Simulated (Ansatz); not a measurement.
# C₄H₁₁B: small, medium and large basis sets

Aim: see how fast density functionals converge with the basis set for C₄H₁₁B.

Computed with Ansatz 0.2.0, Gaussian basis. Level: one geometry, several basis sets.

Levels to be run: PBE0-D4/def2-SVP; ωB97M-V/def2-SVP; PBE0-D4/def2-QZVPP; ωB97M-V/def2-QZVPP; the functionals' def2-TZVPP values are taken from earlier runs.

## 1. Structure used throughout

An earlier PBE0-D4 in a triple-zeta def2 set relaxation fixed the geometry.

SMILES `CCBCC`, 16 atoms, charge 0, spin multiplicity 1.

Atoms are counted from 1 here; the program's logs count them from 0.

Bond lengths: C1–C2 1.524 Å, C1–H6 1.093 Å, C1–H7 1.093 Å, C1–H8 1.093 Å, C2–B3 1.559 Å, C2–H9 1.097 Å, C2–H10 1.107 Å, B3–C4 1.558 Å, B3–H11 1.207 Å, C4–C5 1.524 Å, C4–H12 1.107 Å, C4–H13 1.097 Å, C5–H14 1.093 Å, C5–H15 1.093 Å, C5–H16 1.093 Å. Angles: C2–C1–H6 111.0°, C2–C1–H7 112.2°, C2–C1–H8 111.1°, H6–C1–H7 107.9°, H6–C1–H8 107.1°, H7–C1–H8 107.3°, C1–C2–B3 117.6°, C1–C2–H9 111.4°, C1–C2–H10 109.2°, B3–C2–H9 111.7°, B3–C2–H10 101.8°, H9–C2–H10 103.8°, C2–B3–C4 122.3°, C2–B3–H11 118.8°, C4–B3–H11 118.9°, B3–C4–C5 117.6°, B3–C4–H12 101.8°, B3–C4–H13 111.6° and more.

## 2. PBE0-D4 in def2-SVP

File in.yaml:

```yaml
crystal:
  periodic: [false, false, false]
  atoms:
    - {symbol: C, position_ang: [1.482935, 1.796567, -1.255798]}
    - {symbol: C, position_ang: [1.018960, 1.015008, -0.032876]}
    - {symbol: B, position_ang: [-0.198153, 0.057311, -0.207549]}
    - {symbol: C, position_ang: [-0.415711, -1.187872, 0.704072]}
    - {symbol: C, position_ang: [-1.840211, -1.702433, 0.869732]}
    - {symbol: H, position_ang: [0.649895, 2.330644, -1.719221]}
    - {symbol: H, position_ang: [2.255180, 2.529554, -1.009046]}
    - {symbol: H, position_ang: [1.898568, 1.128733, -2.014774]}
    - {symbol: H, position_ang: [1.858960, 0.515735, 0.465089]}
    - {symbol: H, position_ang: [0.641625, 1.722510, 0.729809]}
    - {symbol: H, position_ang: [-0.999692, 0.288511, -1.079308]}
    - {symbol: H, position_ang: [0.191526, -1.955137, 0.187116]}
    - {symbol: H, position_ang: [0.082693, -1.070120, 1.674013]}
    - {symbol: H, position_ang: [-2.313831, -1.865150, -0.101453]}
    - {symbol: H, position_ang: [-2.458089, -0.981902, 1.411844]}
    - {symbol: H, position_ang: [-1.877555, -2.644458, 1.422652]}
basis:
  gaussian: {orbitals: def2-SVP}
hamiltonian: {xc: pbe0, dispersion: d4}
output: {orbitals: {seedname: orbitals}}
```

The run is started by

```sh
> ansatz run in.yaml --threads 4 --pin off --events-out ev --progress --plain --max-ram 10444MiB
```

Further steps of the session: ωB97M-V in def2-SVP; PBE0-D4 in def2-QZVPP; ωB97M-V in def2-QZVPP.

Q: Predict the results of all the runs planned. Wanted: PBE0-D4: double and triple zeta above quadruple; ωB97M-V: double and triple zeta above quadruple.

As calculated:

```
                                       quantity          value
PBE0-D4: double and triple zeta above quadruple  5.67, 0.30 eV
ωB97M-V: double and triple zeta above quadruple  6.06, 0.29 eV
```

What this shows: PBE0-D4 gains 5.38 eV from double to triple zeta, then 0.30 eV more. These are total energies; as a rule much of such shifts cancels in differences, which this series doesn't test.
